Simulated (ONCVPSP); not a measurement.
**Copper: generating and testing an ONCV potential**

Aim: build the potential from the settings below, then test how well it stands in for the atom: other configurations, scattering, ghost states and the plane-wave cutoff that it needs.

Method: ONCVPSP 4.0.1.1 (patched build), PBEsol, scalar-relativistic.

## (1) Starting point

Typed settings, in words:

- element: copper (Cu, Z = 29)
- type: optimised norm-conserving Vanderbilt (ONCV)
- frozen core: [Ne]
- valence charge: 19
- reference configuration: 3s2 3p6 3d10 4s1
- partial waves: 3s+4s: rc 1.15 bohr, ncon 5, nbas 8, qcut 10.1 1/bohr, 2 projectors; 3p: rc 1.05 bohr, ncon 3, nbas 7, qcut 10.7 1/bohr, 2 projectors, debl 2.4 Ha; 3d: rc 1.05 bohr, ncon 3, nbas 8, qcut 17.7 1/bohr, 1 projector
- local potential: polynomial inside 0.65 bohr (lpopt 4, dvloc0 1 Ha)
- core correction: Teter function, parameters optimised by the program

An earlier all-electron run gives the scale for the radii.

All-electron outer shells of the reference configuration (PBEsol, scalar-relativistic, ld1.x):

| shell | level (eV) | outermost node (bohr) | outermost maximum (bohr) |
| --- | --- | --- | --- |
| 2p | -916.42 | – | 0.16 |
| 3s | -114.40 | 0.29 | 0.61 |
| 3p | -72.00 | 0.26 | 0.62 |
| 3d | -5.06 | – | 0.60 |
| 4s | -4.61 | 0.89 | 2.27 |
| 4p | -0.64 | 0.98 | 3.56 |

## (2) The generation run

Input file Cu.dat:

```
# ATOM AND REFERENCE CONFIGURATION
# atsym  z   nc   nv     iexc    psfile
  Cu 29.00    3    4  -116133      upf
#
#   n    l    f
    1    0    2.00
    2    0    2.00
    2    1    6.00
    3    0    2.00
    3    1    6.00
    3    2   10.00
    4    0    1.00
#
# PSEUDOPOTENTIAL AND OPTIMIZATION
# lmax
    2
#
#   l,   rc,      ep,       ncon, nbas, qcut
    0    1.15    0.00    5    8   10.10
    1    1.05    0.00    3    7   10.70
    2    1.05    0.00    3    8   17.70
#
# LOCAL POTENTIAL
# lloc, lpopt,  rc(5),   dvloc0
    4    4    0.65    1.00
#
# VANDERBILT-KLEINMAN-BYLANDER PROJECTORs
# l, nproj, debl
    0    2    0.40
    1    2    2.40
    2    1    3.20
#
# MODEL CORE CHARGE
# icmod, fcfact, rcfact
    4    0.75    0.00
#
# LOG DERIVATIVE ANALYSIS
# epsh1, epsh2, depsh
   -6.00    5.00    0.04
#
# OUTPUT GRID
# rlmax, drl
    6.00    0.01
#
# TEST CONFIGURATIONS
# ncnf
    4
# nvcnf
#   n    l    f
    4
    3    0    2.00
    3    1    6.00
    3    2   10.00
    4    0    0.00
#
    4
    3    0    2.00
    3    1    6.00
    3    2    9.00
    4    0    0.00
#
    4
    3    0    2.00
    3    1    6.00
    3    2    8.00
    4    0    0.00
#
    4
    3    0    2.00
    3    1    5.00
    3    2   10.00
    4    0    1.00
#
```

Command:

```sh
$ oncvpsp.x < Cu.dat > Cu.out
```

Output in Cu.out (without the consistency checks and plot data):

```text
ONCVPSP  (Optimized Norm-Conservinng Vanderbilt PSeudopotential)
scalar-relativistic version 4.0.1.1, modified

#   n    l    f        energy (Ha)
    1    0    2.00    -3.2497347E+02
    2    0    2.00    -3.9007500E+01
    2    1    6.00    -3.3677990E+01
    3    0    2.00    -4.2042910E+00
    3    1    6.00    -2.6459231E+00
    3    2   10.00    -1.8594224E-01
    4    0    1.00    -1.6936025E-01

Reference configufation results
  iterations    41
  all-electron total energy (Ha)   -1.65349048D+03

Begin loop to  construct optimized pseudo wave functions
and semi-local pseudopoentials for all angular momenta

Calculating optimized projector #   1

 for l=   0

    Fraction of norm inside rc  0.932277
    Optimizing pswf for qcut=  10.08 a_B^-1,  ecut=  50.82 Ha
    Residual kinetic energy error=  2.40D-04 Ha

    Energy error per electron        Cutoff
         Ha          eV             Ha
         0.01000     0.27211       34.64
         0.00100     0.02721       44.63
         0.00010     0.00272       79.78
         0.00001     0.00027      129.51

Calculating optimized projector #   2

 for l=   0

    Fraction of norm inside rc  0.027896
    Optimizing pswf for qcut=  10.08 a_B^-1,  ecut=  50.82 Ha
    Residual kinetic energy error=  4.44D-05 Ha

    Energy error per electron        Cutoff
         Ha          eV             Ha
         0.01000     0.27211       11.58
         0.00100     0.02721       36.30
         0.00010     0.00272       47.32
         0.00001     0.00027       79.99

WARNING wellstate: negative energy specified for n= 4 l=  1
WARNING scattering state with energy  0.25000000
WARNING will be used for the first projector

   Wellstate for l =  1  n =  4
     eigenvalue =   0.2500
     asymptotic potential =   0.7500
     half-point radius =  3.4935

Calculating optimized projector #   1

 for l=   1

    Fraction of norm inside rc  0.846600
    Optimizing pswf for qcut=  10.71 a_B^-1,  ecut=  57.35 Ha
    Residual kinetic energy error=  8.43D-06 Ha

    Energy error per electron        Cutoff
         Ha          eV             Ha
         0.01000     0.27211       34.99
         0.00100     0.02721       43.72
         0.00010     0.00272       50.80
         0.00001     0.00027       57.48

Calculating optimized projector #   2

 for l=   1

    Fraction of norm inside rc  0.034451
    Optimizing pswf for qcut=  10.71 a_B^-1,  ecut=  57.35 Ha
    Residual kinetic energy error=  1.16D-06 Ha

    Energy error per electron        Cutoff
         Ha          eV             Ha
         0.01000     0.27211       25.28
         0.00100     0.02721       35.94
         0.00010     0.00272       44.69
         0.00001     0.00027       51.70

Calculating optimized projector #   1

 for l=   2

    Fraction of norm inside rc  0.626926
    Optimizing pswf for qcut=  17.72 a_B^-1,  ecut= 156.95 Ha
    Residual kinetic energy error=  1.15D-05 Ha

    Energy error per electron        Cutoff
         Ha          eV             Ha
         0.01000     0.27211       85.68
         0.00100     0.02721      104.55
         0.00010     0.00272      121.16
         0.00001     0.00027      212.34

Construct Vanderbilt / Kleinmman-Bylander projectors

B matrix Hermiticity error, ll=   0
   1   2    4.2554E-04

  Orthonormal projector coefficients  2.0100E+01  4.0064E+00

B matrix Hermiticity error, ll=   1
   1   2    3.3692E-04

  Orthonormal projector coefficients  7.0502E+00  1.5657E+00

Model core correction analysis
  based on d2Exc/dn_idn_j

d2excae - all-electron derivatives

   -4.240909D-02   -3.944669D-02   -2.751166D-02   -1.532318D-03
   -3.944685D-02   -3.792420D-02   -2.718616D-02   -1.868360D-03
   -2.751200D-02   -2.718637D-02   -2.463616D-02   -7.531538D-03
   -1.532249D-03   -1.868159D-03   -7.528075D-03   -3.748604D-02

d2excps - pseudofunction derivatives with no core correction

   -4.617147D-02   -4.109271D-02   -3.047800D-02   -1.795721D-03
   -4.109324D-02   -3.932214D-02   -3.024463D-02   -1.957973D-03
   -3.047848D-02   -3.024481D-02   -2.634528D-02   -7.636441D-03
   -1.795614D-03   -1.957771D-03   -7.632981D-03   -3.750002D-02

rms 2nd derivative error    1.951528E-03

rmatch, rhocmatch    0.3479   82.3747

Coarse scan for minimum error
  matrix elements: rms 2nd-derivative errors (mHa)
  column index : amplitude prefactor to rhocmatch
  row index : scale prefactor to rmatch

         1.500  2.000  2.500  3.000  3.500  4.000  4.500  5.000  5.500  6.000

  1.0    1.547  1.515  1.493  1.478  1.467  1.458  1.451  1.445  1.440  1.436
  1.1    1.449  1.401  1.371  1.351  1.339  1.330  1.323  1.319  1.315  1.313
  1.2    1.341  1.283  1.251  1.234  1.226  1.223  1.222  1.224  1.227  1.231
  1.3    1.233  1.175  1.153  1.150  1.156  1.168  1.184  1.201  1.220  1.239
  1.4    1.134  1.095  1.100  1.127  1.165  1.208  1.253  1.299  1.346  1.392
  1.5    1.058  1.066  1.124  1.203  1.289  1.377  1.465  1.550  1.634  1.716
  1.6    1.029  1.116  1.251  1.399  1.545  1.687  1.823  1.953  2.077  2.197
  1.7    1.071  1.266  1.491  1.712  1.923  2.121  2.308  2.485  2.652  2.811
  1.8    1.199  1.514  1.831  2.129  2.404  2.661  2.900  3.124  3.334  3.534
  1.9    1.415  1.848  2.256  2.629  2.971  3.286  3.577  3.849  4.104  4.343

Nelder-Mead iteration
 converged in  54 steps
amplitude prefactor, scale prefactor
    0.0929    4.6671

Optimized Teter model core charge

d2excps - pseudofunction derivatives with core correction

   -4.263986D-02   -3.841138D-02   -2.851172D-02   -1.656356D-03
   -3.841162D-02   -3.680916D-02   -2.822785D-02   -1.833117D-03
   -2.851198D-02   -2.822801D-02   -2.442747D-02   -7.331012D-03
   -1.656333D-03   -1.832930D-03   -7.327892D-03   -3.709994D-02

rms 2nd derivative error    7.034094E-04

Pseudoatom total energy -196.884078

Diagnostic tests using Vanderbilt-Kleinman-Bylander pseudopotentials
  1 or more projectors used as specified by nproj input data

   l    rcore       rmatch      e in        delta e   norm test  slope test

   0   1.1508592   1.1858018  -4.2042910   0.0000078   1.0002326   1.0002209
   0   1.1508592   1.1858018  -0.1693602   0.0000064   1.0000601   1.0000487

   1   1.0520890   1.0840327  -2.6459231  -0.0000199   1.0001975   1.0002197
   1   1.0520890   1.0840327   0.2500000   0.0000768   1.0004304   1.0004304

   2   1.0520890   1.0840327  -0.1859422  -0.0000038   1.0000009   1.0000039

 Testing for bound ghosts
   n   l    E NL Schr. Eq   E Basis Diag.   E Cutoff

   1   0       -4.204283       -4.204277    199.23
   2   0       -0.169354        0.075565    199.23

   2   1       -2.645943       -2.645750    201.52

   3   2       -0.185946       -0.166270    232.97

 Testing for highly-localized positive-energy ghosts
       l    <radius>/rc     E Basis Diag.   E Cutoff

Test configuration 0

   n   l     f        eae           eps        diff
   1   0  2.0000 -324.97347039
   2   0  2.0000  -39.00749990
   2   1  6.0000  -33.67798976
   3   0  2.0000   -4.20429104   -4.20428322    7.82D-06
   3   1  6.0000   -2.64592314   -2.64594309   -1.99D-05
   3   2 10.0000   -0.18594224   -0.18594602   -3.78D-06
   4   0  1.0000   -0.16936025   -0.16935382    6.43D-06

    Total energies and differences
      AE_ref= -1.65349048D+03  AE_tst= -1.65349048D+03  dif=  0.00D+00
      PS_ref= -1.96884078D+02  PS_tst= -1.96884078D+02  dif=  1.99D-13
      PSP excitation error= -1.99D-13

Test configuration 1

   n   l     f        eae           eps        diff
   1   0  2.0000 -325.28907822
   2   0  2.0000  -39.31314948
   2   1  6.0000  -33.98450218
   3   0  2.0000   -4.51954537   -4.51945439    9.10D-05
   3   1  6.0000   -2.96243084   -2.96251062   -7.98D-05
   3   2 10.0000   -0.50135177   -0.50194211   -5.90D-04

    Total energies and differences
      AE_ref= -1.65349048D+03  AE_tst= -1.65319260D+03  dif=  2.98D-01
      PS_ref= -1.96884078D+02  PS_tst= -1.96585997D+02  dif=  2.98D-01
      PSP excitation error= -2.03D-04

Test configuration 2

   n   l     f        eae           eps        diff
   1   0  2.0000 -325.91458699
   2   0  2.0000  -39.95090070
   2   1  6.0000  -34.62084051
   3   0  2.0000   -5.14282741   -5.14595215   -3.12D-03
   3   1  6.0000   -3.58067272   -3.58386013   -3.19D-03
   3   2  9.0000   -1.08797326   -1.09133623   -3.36D-03

    Total energies and differences
      AE_ref= -1.65349048D+03  AE_tst= -1.65240935D+03  dif=  1.08D+00
      PS_ref= -1.96884078D+02  PS_tst= -1.95800855D+02  dif=  1.08D+00
      PSP excitation error= -2.09D-03

Test configuration 3

psatom: WARNING lschvkbb convergence error n,l,iter=   3   2   3
ea(ii),et,emin,emax -1.859460E-01 -2.045406E-01 -2.045406E-01 -2.045406E-01
run_config: WARNING for fully non-local PS atom, stg. 1
 WARNING no output for configuration 4

Test configuration 4

   n   l     f        eae           eps        diff
   1   0  2.0000 -325.71695235
   2   0  2.0000  -39.62705993
   2   1  6.0000  -34.31102913
   3   0  2.0000   -4.78457076   -4.78440667    1.64D-04
   3   1  5.0000   -3.22137478   -3.21992352    1.45D-03
   3   2 10.0000   -0.72403713   -0.72585457   -1.82D-03
   4   0  1.0000   -0.50284285   -0.50279164    5.12D-05

    Total energies and differences
      AE_ref= -1.65349048D+03  AE_tst= -1.65057252D+03  dif=  2.92D+00
      PS_ref= -1.96884078D+02  PS_tst= -1.93965986D+02  dif=  2.92D+00
      PSP excitation error= -1.33D-04
```

It took 14 s on 1 thread of Neoverse-N1, shared host.

The projector energies used in the p channel were -2.646, 0.250 Ha; the program set a typed value aside.

Partial waves on a coarse radial grid (AE all-electron, PS pseudo):

| r (bohr) | 3d AE | 3d PS | 3s AE | 3s PS |
| --- | --- | --- | --- | --- |
| 0.057 | 0.0279 | 0.0060 | 0.1413 | 0.1336 |
| 0.115 | 0.1392 | 0.0459 | -0.5326 | 0.2727 |
| 0.172 | 0.3004 | 0.1388 | -0.6973 | 0.4140 |
| 0.230 | 0.4746 | 0.2885 | -0.4402 | 0.5614 |
| 0.288 | 0.6316 | 0.4749 | -0.0010 | 0.7088 |
| 0.345 | 0.7570 | 0.6634 | 0.4386 | 0.8480 |
| 0.402 | 0.8508 | 0.8276 | 0.8038 | 0.9748 |
| 0.460 | 0.9157 | 0.9490 | 1.0712 | 1.0845 |
| 0.518 | 0.9536 | 1.0168 | 1.2344 | 1.1680 |
| 0.575 | 0.9696 | 1.0375 | 1.3096 | 1.2197 |
| 0.632 | 0.9694 | 1.0258 | 1.3200 | 1.2388 |
| 0.690 | 0.9568 | 0.9950 | 1.2828 | 1.2244 |
| 0.747 | 0.9359 | 0.9575 | 1.2154 | 1.1802 |
| 0.805 | 0.9087 | 0.9186 | 1.1279 | 1.1106 |
| 0.862 | 0.8783 | 0.8818 | 1.0327 | 1.0258 |
| 0.920 | 0.8451 | 0.8459 | 0.9328 | 0.9308 |
| 0.977 | 0.8114 | 0.8115 | 0.8364 | 0.8359 |
| 1.035 | 0.7769 | 0.7769 | 0.7428 | 0.7426 |
| 1.092 | 0.7433 | 0.7433 | 0.6570 | 0.6568 |
| 1.150 | 0.7099 | 0.7099 | 0.5768 | 0.5767 |
| 1.208 | 0.6774 | 0.6774 | 0.5043 | 0.5042 |
| 1.265 | 0.6467 | 0.6467 | 0.4403 | 0.4402 |
| 1.322 | 0.6172 | 0.6172 | 0.3834 | 0.3833 |
| 1.380 | 0.5884 | 0.5884 | 0.3321 | 0.3320 |
| 1.438 | 0.5611 | 0.5611 | 0.2870 | 0.2869 |
| 1.495 | 0.5355 | 0.5355 | 0.2481 | 0.2481 |

Densities times 4π (e/bohr³); a dash where the program caps the true core:

| r (bohr) | pseudo valence | true core | model core |
| --- | --- | --- | --- |
| 0.057 | 12.98 | – | 7.623 |
| 0.172 | 30.71 | – | 7.386 |
| 0.288 | 65.1 | 226.4 | 6.926 |
| 0.402 | 86.47 | 32.17 | 6.298 |
| 0.518 | 78.78 | 3.988 | 5.53 |
| 0.632 | 56.7 | 0.4952 | 4.706 |
| 0.747 | 36.06 | 0.06015 | 3.863 |
| 0.862 | 21.85 | 0.007279 | 3.057 |
| 0.977 | 13.12 | 0.000894 | 2.329 |
| 1.092 | 7.967 | 0.000111 | 1.704 |
| 1.208 | 4.927 | 1.364e-05 | 1.19 |
| 1.322 | 3.167 | 1.807e-06 | 0.798 |
| 1.438 | 2.089 | 2.384e-07 | 0.5041 |

## (3) Transferability, from the output's test configurations

1 test gave no usable energy difference (3s2 3p6 3d8 4s0).

Energies count from the reference configuration 3s2 3p6 3d10 4s1; the error is all-electron less pseudo.

| valence configuration | charge | ΔE all-electron (eV) | error AE − PS (meV) |
| --- | --- | --- | --- |
| 3s2 3p6 3d10 4s0 | +1 | 8.106 | -5.5 |
| 3s2 3p6 3d9 4s0 | +2 | 29.419 | -57 |
| 3s2 3p5 3d10 4s1 | +1 | 79.402 | -3.6 |

## (4) Logarithmic derivatives

Taken from the files of the generation run. The phase is arctan(r·R′/R) of the radial function R, unwrapped, with energies in Ha. A pole is an energy at which the radial function vanishes at the test radius. The pseudo phase is shifted by a multiple of π to meet the all-electron one at the reference energy. Levels narrower than the energy grid can be missing from the poles. The last column is the largest difference on the grid between −0.5 and +0.5 Ha.

| channel | radius (bohr) | reference (Ha) | poles AE | poles PS | window around the reference with phases within 0.05 rad (Ha) | largest difference near zero (rad) |
| --- | --- | --- | --- | --- | --- | --- |
| s | 1.16 | -0.17 | -3.29 | -3.29 | the whole range | 0.000 |
| p | 1.06 | -2.65 | -0.94 | -0.94 | the whole range | 0.000 |
| d | 1.06 | -0.19 | 1.59 | 1.63 | below 4.5 | 0.001 |

Phases (rad) along the scan:

| E (Ha) | d AE | d PS | p AE | p PS |
| --- | --- | --- | --- | --- |
| -5.96 | 1.189 | 1.190 | 0.929 | 0.929 |
| -5.40 | 1.159 | 1.160 | 0.779 | 0.779 |
| -4.84 | 1.121 | 1.123 | 0.519 | 0.519 |
| -4.28 | 1.073 | 1.075 | 0.058 | 0.058 |
| -3.72 | 1.007 | 1.009 | -0.545 | -0.545 |
| -3.16 | 0.912 | 0.915 | -0.994 | -0.994 |
| -2.60 | 0.765 | 0.769 | -1.249 | -1.249 |
| -2.04 | 0.516 | 0.522 | -1.400 | -1.400 |
| -1.48 | 0.085 | 0.091 | -1.500 | -1.500 |
| -0.92 | -0.500 | -0.498 | -1.573 | -1.573 |
| -0.36 | -0.967 | -0.967 | -1.632 | -1.632 |
| 0.20 | -1.244 | -1.244 | -1.683 | -1.683 |
| 0.76 | -1.412 | -1.410 | -1.731 | -1.731 |
| 1.32 | -1.526 | -1.522 | -1.779 | -1.779 |
| 1.88 | -1.613 | -1.607 | -1.830 | -1.830 |
| 2.44 | -1.688 | -1.678 | -1.887 | -1.887 |
| 3.00 | -1.759 | -1.743 | -1.954 | -1.954 |
| 3.56 | -1.834 | -1.810 | -2.040 | -2.040 |
| 4.12 | -1.920 | -1.883 | -2.153 | -2.153 |
| 4.68 | -2.028 | -1.969 | -2.312 | -2.313 |

## (5) Plane-wave cutoff and ghosts

Read off the output, the cutoffs (Ha) at which the residual kinetic energy of the hardest occupied pseudo-wave falls to 1 and 0.1 mHa per electron: 105 Ha and 121 Ha.

The program's own ghost test: no bound ghost flagged; no localised positive-energy state flagged.

Cutoff (Ha) at which the first wave of each channel reaches a given error (Ha per electron):

| error | s | p | d |
| --- | --- | --- | --- |
| 1.0e-02 | 34.6 | 35.0 | 85.7 |
| 3.2e-03 | 40.0 | 39.6 | 95.6 |
| 1.0e-03 | 44.6 | 43.7 | 104.6 |
| 3.2e-04 | 49.4 | 47.2 | 112.7 |
| 1.0e-04 | 79.8 | 50.8 | 121.2 |
| 3.2e-05 | 118.1 | 53.7 | 129.2 |
| 1.0e-05 | 129.5 | 57.5 | 212.3 |

## (6) What came out

```
                                                quantity                                           value
  cutoffs for 1 and 0.1 mHa per electron, occupied waves                               105 Ha and 121 Ha
                                            bound ghosts                                      none found
                                          GHOST(+) flags                              none at low energy
                            largest test error (AE − PS)  -57 meV, for 3s2 3p6 3d9 4s0 (1 test unsolved)
largest phase difference near zero energy, channels read                                       0.001 rad
 rms error of d²Exc/dn², without and with the model core                               1.95 and 0.70 mHa
                 projector energies reset by the program                             p: -2.646, 0.250 Ha
```

In words: By total energies transferability is fair where solved: the largest error is 57 meV on 29.4 eV, for 3s2 3p6 3d9 4s0. Of the tests 1 gave no usable energy difference, which is a warning in itself. By its cutoff, 105 Ha for the looser tolerance, it is very hard. At the looser tolerance the 3d wave is the slowest; 3s needs 45 Ha. No bound ghost shows below the valence levels. Near zero energy the phases of the channels with partial waves agree within 0.001 rad. All of this concerns the isolated atom, not yet a solid.
